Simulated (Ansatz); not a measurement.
# FGeH₄Si radical: up Jacob's ladder to CCSD(T)

An exercise on one series of results from a longer session: the logs are not shown, and one member is left open.

Computed with Ansatz 0.2.0, Gaussian basis. Level: functionals in def2-TZVPP, the program's frozen cores in correlated methods.

Levels to be run: LDA (SPW92), PBE-D4, revPBE-D4, BLYP-D4, r2SCAN-D4, B97M-V, PBE0-D4, B3LYP-D4, r2SCANh-D4, r2SCAN0-D4, HSE06-D4, BHLYP-D4, CAM-B3LYP-D4, LC-ωPBE, ωB97X-V, ωB97M-V, B2PLYP, PBE-QIDH; CCSD(T)/def2-SVP; CCSD(T)/def2-TZVPP; MP2/def2-QZVPP; extrapolation to the limit; RPA on PBE.

## The geometry

An earlier PBE0-D4 in a triple-zeta def2 set relaxation fixed the geometry.

SMILES `F[SiH][GeH3]`, 7 atoms, charge 0, spin multiplicity 2.

Atoms are counted from 1 here; the program's logs count them from 0.

Bond lengths: F1–Si2 1.610 Å, Si2–Ge3 2.386 Å, Si2–H4 1.494 Å, Ge3–H5 1.537 Å, Ge3–H6 1.535 Å, Ge3–H7 1.540 Å. Angles: F1–Si2–Ge3 110.1°, F1–Si2–H4 106.6°, Ge3–Si2–H4 113.1°, Si2–Ge3–H5 107.6°, Si2–Ge3–H6 109.9°, Si2–Ge3–H7 112.2°, H5–Ge3–H6 109.0°, H5–Ge3–H7 109.1°, H6–Ge3–H7 109.0°.

The first run:

Input file in.yaml:

```yaml
crystal:
  periodic: [false, false, false]
  atoms:
    - {symbol: F, position_ang: [-0.828176, -1.797623, 1.409514]}
    - {symbol: Si, position_ang: [-0.880442, -1.140528, -0.059400]}
    - {symbol: Ge, position_ang: [0.333818, 0.913359, -0.081629]}
    - {symbol: H, position_ang: [-0.325397, -2.158692, -1.001662]}
    - {symbol: H, position_ang: [0.289651, 1.465152, -1.516011]}
    - {symbol: H, position_ang: [-0.331014, 1.924656, 0.863104]}
    - {symbol: H, position_ang: [1.802660, 0.725477, 0.340384]}
basis:
  gaussian: {orbitals: def2-TZVPP}
magnetization: {spin_polarized: true, initial_magnetization: 1}
hamiltonian: {xc: lda}
output: {orbitals: {seedname: orbitals}}
```

On the command line:

```sh
ansatz run in.yaml --threads 4 --pin off --events-out ev --progress --plain --max-ram 10444MiB
```

Steps of the session up to this table: LDA; PBE-D4 (GGA); revPBE-D4 (GGA); BLYP-D4 (GGA); r2SCAN-D4 (meta-GGA); B97M-V (meta-GGA); B3LYP-D4 (hybrid); r2SCANh-D4 (hybrid); r2SCAN0-D4 (hybrid); HSE06-D4 (hybrid); BHLYP-D4 (hybrid); CAM-B3LYP-D4 (range-separated); LC-ωPBE (range-separated); ωB97X-V (range-separated); ωB97M-V (range-separated); B2PLYP (double hybrid); PBE-QIDH (double hybrid).

One of the session's tables, all rows but one given; the rest of the session is left out.

It belongs to the step «Orbital energies across the functionals». 

```
  functional  HOMO (eV)  LUMO (eV)  gap (eV)
 LDA (SPW92)      -5.11      -3.98      1.13
      PBE-D4      -5.14      -3.56      1.58
   revPBE-D4      -5.12      -3.42      1.70
     BLYP-D4      -4.93      -3.60      1.33
   r2SCAN-D4      -5.50      -3.14      2.36
      B97M-V      -5.25      -3.76      1.49
     PBE0-D4      -6.27      -2.67      3.60
    B3LYP-D4      -5.98      -3.07      2.91
  r2SCANh-D4      -5.91      -2.85      3.06
  r2SCAN0-D4      -6.53      -2.41      4.11
    HSE06-D4          ?          ?         ?
    BHLYP-D4      -7.19      -1.90      5.29
CAM-B3LYP-D4      -7.44      -1.79      5.66
     LC-ωPBE      -8.85      -0.36      8.49
     ωB97X-V      -8.35      -0.90      7.45
     ωB97M-V      -7.97      -1.06      6.91
```

**Question.** Estimate the row for HSE06-D4.

As computed: HOMO (eV): -5.87; LUMO (eV): -3.05; gap (eV): 2.82. In the column «HOMO (eV)» it lies between r2SCANh-D4 (-5.91) and r2SCAN-D4 (-5.50).
